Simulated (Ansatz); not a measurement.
The system is MnPt2.

```xyz
3
Lattice="2.8584 0.0000 0.0000 -1.4292 2.4755 0.0000 0.0000 0.0000 6.5325" Properties=species:S:1:pos:R:3 pbc="T T T"
Pt    1.4292    0.8252    2.0656
Pt    0.0000    1.6503    4.4669
Mn    0.0000    0.0000    0.0000
```

The cell comes from a database or a generator and needn't be the stable form of this composition.

Base run:

| Item | Value |
| --- | --- |
| Program | Ansatz 0.2.0 |
| Functional | PBEsol |
| Potentials or basis | all-electron PAW datasets made for the crystal |
| Cutoff | 280 eV |
| Density cutoff | 1120 eV |
| k mesh | 11 × 11 × 4 |
| Occupations | fermi-dirac, width 0.05 eV |
| Spin | collinear spin, ferromagnetic start |
| Starting moments | [0.0, 0.0, 4.0] μB |

Its results: pressure -9.2 GPa; net moment 4.51 μB per cell; site moments Pt +0.31; Mn +3.71 μB; largest force 0.027 eV/Å.

Q: The run is repeated on the same cell with these changes: potentials or basis from all-electron PAW datasets made for the crystal to all-electron LAPW, non-relativistic; cutoff from 280 eV to 261 eV; density cutoff from 1120 eV to 1044 eV. What comes out?

A: Pressure 13.5 GPa; net moment 4.55 μB per cell; site moments Pt +0.27; Mn +3.90 μB; largest force 0.032 eV/Å.

Caveats: relativity is left out, which matters for the heavier elements (some runs).

Not every run made on this cell is shown here.
